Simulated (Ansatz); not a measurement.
The system is Ta4NiO11.

```
CELL_PARAMETERS angstrom
5.29285 -0.00032 -0.02518
-0.04190 5.33569 0.02340
-0.47620 -0.07999 7.89609
ATOMIC_POSITIONS crystal
Ta 0.52261 0.46364 0.51843
Ta 0.55532 0.53163 0.98083
Ta 0.02338 0.98832 0.50961
Ta 0.04916 0.02484 0.01689
Ni 0.06538 0.57998 0.26898
O 0.96711 0.93834 0.23892
O 0.21005 0.28324 0.42990
O 0.27287 0.71995 0.06145
O 0.33888 0.23820 0.03682
O 0.30665 0.75341 0.45874
O 0.50103 0.44858 0.74991
O 0.70564 0.16332 0.48732
O 0.73302 0.83358 0.94060
O 0.85284 0.36497 0.07896
O 0.81889 0.65561 0.47584
O 0.07718 0.01239 0.74680
```

The cell was built by a generator and needn't be a form met in nature.

Base run:

```yaml
Program: Ansatz 0.2.0
Functional: RPBE
Potentials_or_basis: Ansatz PAW
Cutoff: 420 eV
Density_cutoff: 1680 eV
k_mesh: 5 × 5 × 4
Occupations: fermi-dirac, width 0.05 eV
Spin: collinear spin, ferromagnetic start
Starting_moments: "[0.0, 0.0, 0.0, 0.0, 1.0, 0.0, 0.0, 0.0, 0.0, 0.0, 0.0, 0.0, 0.0, 0.0, 0.0, 0.0] μB"
```

Its results: band gap on the k mesh 1.42 eV, indirect (least direct gap 1.51 eV); pressure 3.6 GPa; net moment 2.00 μB per cell; site moments Ta +0.00; Ni +1.52; O +0.09, +0.04, +0.06, +0.00, +0.07, +0.05 μB; largest force 0.123 eV/Å.

Question: The run is repeated on the same cell with these changes: functional from RPBE to PBE. What comes out?

Answer: Band gap on the k mesh 1.32 eV, indirect (least direct gap 1.41 eV); pressure 0.0 GPa; net moment 2.00 μB per cell; site moments Ta +0.00; Ni +1.51; O +0.09, +0.04, +0.06, +0.00, +0.07, +0.05 μB; largest force 0.010 eV/Å.

PBE binds more tightly than RPBE, so the same cell stands under less pressure.

Caveats: spin-orbit coupling is left out, which moves the levels of the heavy elements; a cell with one magnetic atom can't hold antiferromagnetic order, which such compounds often take; the potentials were made for another functional, which shifts forces and pressure (some runs); the PAW data sets come from PBE, with cores solved anew for the run's functional, which leaves a small shift of forces and pressure (some runs).

Not every run made on this cell is shown here.
